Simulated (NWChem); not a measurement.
# Si2NH5F (SMILES F[SiH2]N[SiH2]): UHF/STO-3G

Aim: the vertical ionisation energy of Si2NH5F at UHF/STO-3G, from 2 runs. 

Program for the calculation: NWChem 7.3.0.

5 further runs of the same task are left out: 2 that didn't finish, 3 set aside as unsound or not needed. Runs told in other sessions of the task aren't counted.

### Step 1. The structure to begin with

Si2NH5F has 9 atoms, charge 0, and is taken as a doublet. SMILES: `F[SiH2]N[SiH2]`. Geometry: relaxed at PBE0-D4/def2-TZVP. This is one conformer, not always the lowest.

Bond lengths: F1–Si2 1.600 Å, Si2–N3 1.712 Å, N3–Si4 1.736 Å, Si2–H5 1.480 Å, Si2–H6 1.477 Å, N3–H7 1.012 Å, Si4–H8 1.489 Å, Si4–H9 1.494 Å. Some angles: F1–Si2–N3 112.4°, Si2–N3–Si4 128.4°, F1–Si2–H5 106.1°, F1–Si2–H6 106.9°, N3–Si2–H5 109.2°, N3–Si2–H6 108.5°, Si2–N3–H7 115.7°, Si4–N3–H7 115.2°, N3–Si4–H8 106.6°, N3–Si4–H9 109.5°.

### Step 2. Energy and gradient at UHF/STO-3G

m1.xyz

```xyz
9

F     -1.778200     1.208900    -1.181800
Si    -0.288000     1.123600    -0.604900
N      0.241500    -0.491400    -0.403000
Si     0.023600    -1.533600     0.967900
H      0.576300     1.799100    -1.598800
H     -0.302800     1.779800     0.718800
H      0.600400    -0.942200    -1.234500
H     -0.246300    -0.650000     2.136200
H      1.261800    -2.340700     1.182700
```

m1.nw

```
start m1
memory stack 880 mb heap 220 mb global 1100 mb

geometry units angstrom noautosym nocenter noautoz
load m1.xyz
end

basis spherical bse
* library STO-3G
end

scf
nopen 1
uhf
thresh 1e-08
maxiter 80
end

task scf gradient
```

Launch:

```console
$ nwchem m1.nw > m1.out
```

What it wrote:

```text
[...]
  functions       =    33
[...]
  wavefunction    = UHF
[...]
         Total SCF energy =   -725.896078359623
      One electron energy =  -1445.741238968249
      Two electron energy =    502.799893342899
 Nuclear repulsion energy =    217.045267265727
                       Sz =      0.5000
                 Sz(Sz+1) =      0.7500
                      S^2 =      0.7516
[...]
                         UHF ENERGY GRADIENTS
    atom               coordinates                        gradient
                 x          y          z           x          y          z
   1 F      -3.360311   2.284490  -2.233278    0.012048   0.002169   0.004054
   2 Si     -0.544241   2.123296  -1.143095   -0.026963  -0.021921  -0.007653
   3 N       0.456369  -0.928611  -0.761560    0.002397  -0.002836  -0.008740
   4 Si      0.044598  -2.898084   1.829066   -0.010970   0.002461  -0.020917
   5 H       1.089049   3.399806  -3.021294    0.015117   0.010813  -0.022040
   6 H      -0.572209   3.363334   1.358335   -0.002873   0.010334   0.026471
   7 H       1.134591  -1.780500  -2.332867   -0.001486   0.001575   0.003367
   8 H      -0.465440  -1.228322   4.036833   -0.010202   0.017404   0.022813
   9 H       2.384456  -4.423282   2.234979    0.022931  -0.019999   0.002645
[...]
```

Wall time 3.3 s (1 thread of Intel Xeon Platinum 8488C (Sapphire Rapids), shared host); peak memory 0.098 GiB.

### Step 3. The singlet cation: a single-point energy at HF/STO-3G

sp.nw

```
start sp
memory stack 880 mb heap 220 mb global 1100 mb
charge 1

geometry units angstrom noautosym nocenter noautoz
F     -1.778200     1.208900    -1.181800
Si    -0.288000     1.123600    -0.604900
N      0.241500    -0.491400    -0.403000
Si     0.023600    -1.533600     0.967900
H      0.576300     1.799100    -1.598800
H     -0.302800     1.779800     0.718800
H      0.600400    -0.942200    -1.234500
H     -0.246300    -0.650000     2.136200
H      1.261800    -2.340700     1.182700
end

basis spherical bse
* library STO-3G
end

scf
thresh 1e-08
maxiter 80
print low
end

task scf energy
```

Launch:

```console
$ nwchem sp.nw > sp.out
```

What it wrote:

```text
[...]
  functions       =    33
[...]
  wavefunction    = RHF
[...]
         Total SCF energy =   -725.718642829248
      One-electron energy =  -1433.249938753436
      Two-electron energy =    490.486028658461
 Nuclear repulsion energy =    217.045267265727
        Time for solution =      2.0s
 Task  times  cpu:        2.1s     wall:        2.1s
[...]
```

Run time: 2.6 s. Hardware: 1 thread of Intel Xeon Platinum 8488C (Sapphire Rapids), shared host; peak memory 0.098 GiB.

### Step 4. Results

At UHF/STO-3G:

```
                                           quantity          value
                      doublet Si2NH5F: total energy  -725.89608 Eh
                     doublet Si2NH5F: dipole moment         0.95 D
doublet Si2NH5F: HOMO energy (highest over α and β)       -5.58 eV
 doublet Si2NH5F: LUMO energy (lowest over α and β)        6.47 eV
                              doublet Si2NH5F: ⟨S²⟩          0.752
          doublet Si2NH5F: largest force on an atom     1.830 eV/Å
                       singlet cation: total energy  -725.71864 Eh
 vertical ionisation energy (to the singlet cation)       4.828 eV
```

**Reading.** Removing an electron at fixed nuclei costs 4.83 eV (111 kcal/mol). The largest force (doublet Si2NH5F) is 1.83 eV/Å: the shape isn't a stationary point for this species at this level. Only the singlet of the ionised species was computed; a triplet could lie lower. In a minimal basis such a difference can be off by several eV, whatever the method.
